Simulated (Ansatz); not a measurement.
# CH7GaSi (SMILES [CH3][GaH][SiH3]): B2PLYP/6-31G(d) (spherical functions)

What is the electronic atomisation energy of CH7GaSi at B2PLYP/6-31G* (spherical functions)? 

The calculation is run with Ansatz 0.2.0.

71 further runs of the same task are left out: 71 set aside as unsound or not needed.

### 1 The system as given

The species is CH7GaSi (10 atoms), meant as a singlet with charge 0. As SMILES, `[CH3][GaH][SiH3]`. The coordinates come from a PBE0-D4/def2-TZVP relaxation.

Bond lengths: C1–Ga2 1.971 Å, Ga2–Si3 2.419 Å, C1–H4 1.090 Å, C1–H5 1.094 Å, C1–H6 1.093 Å, Ga2–H7 1.578 Å, Si3–H8 1.492 Å, Si3–H9 1.489 Å, Si3–H10 1.492 Å. Some angles: C1–Ga2–Si3 120.8°, C1–Ga2–H7 118.1°, Si3–Ga2–H7 121.0°, Ga2–C1–H4 113.1°, Ga2–C1–H5 109.2°, Ga2–C1–H6 110.1°, Ga2–Si3–H8 110.2°, Ga2–Si3–H9 114.2°, Ga2–Si3–H10 110.2°, H4–C1–H5 108.5°.

### 2 A single-point energy at B2PLYP/6-31G(d) (spherical functions)

run.yaml reads:

```yaml
crystal:
  periodic: [false, false, false]
  atoms:
    - {symbol: C, position_ang: [-1.123300, 1.394100, -0.619200]}
    - {symbol: Ga, position_ang: [0.561500, 0.659300, 0.093300]}
    - {symbol: Si, position_ang: [0.786700, -1.705300, 0.550700]}
    - {symbol: H, position_ang: [-1.924300, 0.656600, -0.670400]}
    - {symbol: H, position_ang: [-0.947000, 1.785400, -1.626000]}
    - {symbol: H, position_ang: [-1.454200, 2.236500, -0.005700]}
    - {symbol: H, position_ang: [1.759600, 1.654600, 0.346000]}
    - {symbol: H, position_ang: [0.531000, -2.496200, -0.688800]}
    - {symbol: H, position_ang: [2.125000, -2.100900, 1.069700]}
    - {symbol: H, position_ang: [-0.231700, -2.135100, 1.553300]}
basis:
  gaussian:
    orbitals: 6-31G_st_-spherical.json
hamiltonian:
  xc: {name: B2PLYP}
correlation:
  frozen_orbitals: {C: 1, Ga: 9, H: 0, Si: 5}
accuracy: high
output: {orbitals: {seedname: orbitals}}
```

The basis set 6-31G* is read from a file made from the Basis Set Exchange's data (not shown).

Run with:

```
$ ansatz run run.yaml --threads 1 --pin off --max-ram 3480MiB --events-out events.jsonl --progress --plain --runs-dir runs
```

The log of the run:

```text
Warning: RAYON_NUM_THREADS=1 ignored (pool sized by the plan → 1); use --threads N
Functional definition: B2PLYP
  name "B2PLYP"
  parameter a = 0.53
  parameter c = 0.27
  exchange = (1 - a)*b88_x + a*exact_x
  correlation = (1 - c)*lyp_c + c*(mp2_os + mp2_ss)
1761 factors; integrals over basis functions are off by at most 7.4e-9 eV
mean field evaluation 1: about -61375.7110 eV, gradient 3.4e1 eV
mean field evaluation 2: about -61376.0764 eV, gradient 3.4e1 eV
mean field evaluation 4: about -61378.7432 eV, gradient 2.3e0 eV
mean field evaluation 8: about -61378.7574 eV, gradient 2.1e-1 eV
mean field evaluation 16: about -61378.7575 eV, gradient 4.4e-5 eV
mean field -61378.75752705 eV, -2255.6277351030 hartree, gradient 4.5e-8 eV, S^2 0.000000; 0 other end points of the search recorded, 0 dependent functions left out
15 core orbitals not correlated: weight in the atoms' cores, before any rotation towards them, 1.000 or more for the frozen orbitals, at most 0.000 for the correlated occupied ones
reference -61378.75755721 eV, -2255.6277362113 hartree; 14, 14 occupied and 49, 49 virtual orbitals, 1761 factors
second order -15.03856466 eV of doubles, -0.00000000 eV of singles
Total energy: -61382.81796967 eV, -2255.7769536169 hartree
```

Wall time 15 s (1 thread of Arm Neoverse V1, shared host); peak memory 0.27 GiB.

### 3 The C atom

in.yaml reads:

```yaml
crystal:
  periodic: [false, false, false]
  atoms:
    - {symbol: C, position_ang: [0.000000, 0.000000, 0.000000]}
basis:
  gaussian:
    orbitals: 6-31G_st_-spherical.json
magnetization:
  spin_polarized: true
  initial_magnetization: 2
hamiltonian:
  xc: {name: B2PLYP}
correlation:
  frozen_orbitals: {C: 1}
accuracy: high
```

The basis set 6-31G* is read from a file made from the Basis Set Exchange's data (not shown).

Run the same way, it converges to -37.80871 Eh (log not shown).

### 4 The Ga atom

molecule.yaml reads:

```yaml
crystal:
  periodic: [false, false, false]
  atoms:
    - symbol: Ga
      position_ang: [0.000000, 0.000000, 0.000000]
basis:
  gaussian:
    orbitals: 6-31G_st_-spherical.json
magnetization:
  spin_polarized: true
  initial_magnetization: 1
hamiltonian:
  xc: {name: B2PLYP}
correlation:
  frozen_orbitals: {Ga: 9}
accuracy: high
```

The basis set 6-31G* is read from a file made from the Basis Set Exchange's data (not shown).

Run the same way, it converges to -1924.17530 Eh (log not shown).

### 5 The H atom

run.yaml reads:

```yaml
crystal:
  periodic: [false, false, false]
  atoms:
    - symbol: H
      position_ang: [0.000000, 0.000000, 0.000000]
basis:
  gaussian:
    orbitals: "6-31G*"
magnetization:
  spin_polarized: true
  initial_magnetization: 1
hamiltonian:
  xc: {name: B2PLYP}
correlation:
  frozen_orbitals: {H: 0}
accuracy: high
```

Run the same way, it converges to -0.49692 Eh (log not shown).

### 6 The Si atom at the same level

in.yaml reads:

```yaml
crystal:
  periodic: [false, false, false]
  atoms:
    - {symbol: Si, position_ang: [0.000000, 0.000000, 0.000000]}
basis:
  gaussian: {orbitals: 6-31G_st_-spherical.json}
accuracy: high
magnetization: {spin_polarized: true, initial_magnetization: 2}
correlation: {frozen_orbitals: {Si: 5}}
hamiltonian: {xc: {name: B2PLYP}}
```

The basis set 6-31G* is read from a file made from the Basis Set Exchange's data (not shown).

Run the same way, it converges to -289.22727 Eh (log not shown).

### 7 Outcome

Level: B2PLYP/6-31G* (spherical functions), 15 core orbitals frozen.

```
                                     quantity           value
                       molecule: total energy  -2255.77695 Eh
  molecule: HOMO energy (SCF part's orbitals)        -8.13 eV
  molecule: LUMO energy (SCF part's orbitals)        -0.64 eV
molecule: HOMO–LUMO gap (SCF part's orbitals)         7.49 eV
                         C atom: total energy    -37.80871 Eh
                                 C atom: ⟨S²⟩           2.003
                        Ga atom: total energy  -1924.17530 Eh
                                Ga atom: ⟨S²⟩           0.753
                         H atom: total energy     -0.49692 Eh
                                 H atom: ⟨S²⟩           0.750
                        Si atom: total energy   -289.22727 Eh
                                Si atom: ⟨S²⟩           2.003
                electronic atomisation energy       29.586 eV
```

What this shows: Taking the molecule apart into free atoms costs 29.59 eV (2855 kJ/mol), before zero-point energy and without spin-orbit coupling.
